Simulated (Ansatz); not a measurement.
# H6O2SiSn: basis-set convergence

An exercise on one series of results from a longer session: the logs are not shown, and one member is left open.

Method: one geometry, several basis sets; program: Ansatz 0.2.0, Gaussian basis.

The runs, in order: PBE0-D4/def2-SVP; ωB97M-V/def2-SVP; PBE0-D4/def2-QZVPP; ωB97M-V/def2-QZVPP; the functionals' def2-TZVPP values are taken from earlier runs.

### The relaxed structure

All runs share one geometry, relaxed beforehand with PBE0-D4 in a triple-zeta def2 set. Sn takes the def2 core potential; no spin-orbit term is included.

SMILES `[OH][SnH2][O][SiH3]`, 10 atoms, charge 0, spin multiplicity 1.

Atoms are counted from 1 here; the program's logs count them from 0.

Bond lengths: O1–Sn2 1.956 Å, O1–H5 0.960 Å, Sn2–O3 1.956 Å, Sn2–H6 1.699 Å, Sn2–H7 1.695 Å, O3–Si4 1.632 Å, Si4–H8 1.489 Å, Si4–H9 1.487 Å, Si4–H10 1.492 Å. Angles: Sn2–O1–H5 113.9°, O1–Sn2–O3 106.2°, O1–Sn2–H6 111.7°, O1–Sn2–H7 104.9°, O3–Sn2–H6 104.2°, O3–Sn2–H7 109.4°, H6–Sn2–H7 119.7°, Sn2–O3–Si4 135.7°, O3–Si4–H8 111.2°, O3–Si4–H9 108.9°, O3–Si4–H10 111.2°, H8–Si4–H9 108.7°, H8–Si4–H10 108.1°, H9–Si4–H10 108.8°.

The first run:

in.yaml reads:

```yaml
crystal:
  periodic: [false, false, false]
  atoms:
    - {symbol: O, position_ang: [-1.508257, 1.311254, -1.171223]}
    - {symbol: Sn, position_ang: [-0.064656, 1.543918, 0.127923]}
    - {symbol: O, position_ang: [0.315510, -0.234600, 0.847062]}
    - {symbol: Si, position_ang: [0.660936, -1.699664, 0.217243]}
    - {symbol: H, position_ang: [-2.335190, 1.014991, -0.784095]}
    - {symbol: H, position_ang: [-0.572930, 2.440961, 1.478790]}
    - {symbol: H, position_ang: [1.260656, 2.077265, -0.784525]}
    - {symbol: H, position_ang: [-0.581607, -2.463053, -0.082899]}
    - {symbol: H, position_ang: [1.466092, -2.469141, 1.201910]}
    - {symbol: H, position_ang: [1.442544, -1.573131, -1.047186]}
basis:
  gaussian: {orbitals: def2-SVP}
hamiltonian: {xc: pbe0, dispersion: d4}
output: {orbitals: {seedname: orbitals}}
```

Steps of the session up to this table: PBE0-D4 in def2-SVP; ωB97M-V in def2-SVP; PBE0-D4 in def2-QZVPP; ωB97M-V in def2-QZVPP.

One table of the session follows, with a row left open; its other results are not shown here.

It belongs to the step «Density functionals: the series». 

```
functional       basis  HOMO (eV)
   PBE0-D4    def2-SVP          ?
   PBE0-D4  def2-TZVPP      -8.40
   PBE0-D4  def2-QZVPP      -8.43
   ωB97M-V    def2-SVP     -10.54
   ωB97M-V  def2-TZVPP     -10.72
   ωB97M-V  def2-QZVPP     -10.75
```

Q: Estimate the row for PBE0-D4, def2-SVP from the others.

As computed: HOMO (eV): -8.27. In the column «HOMO (eV)» it is the highest.
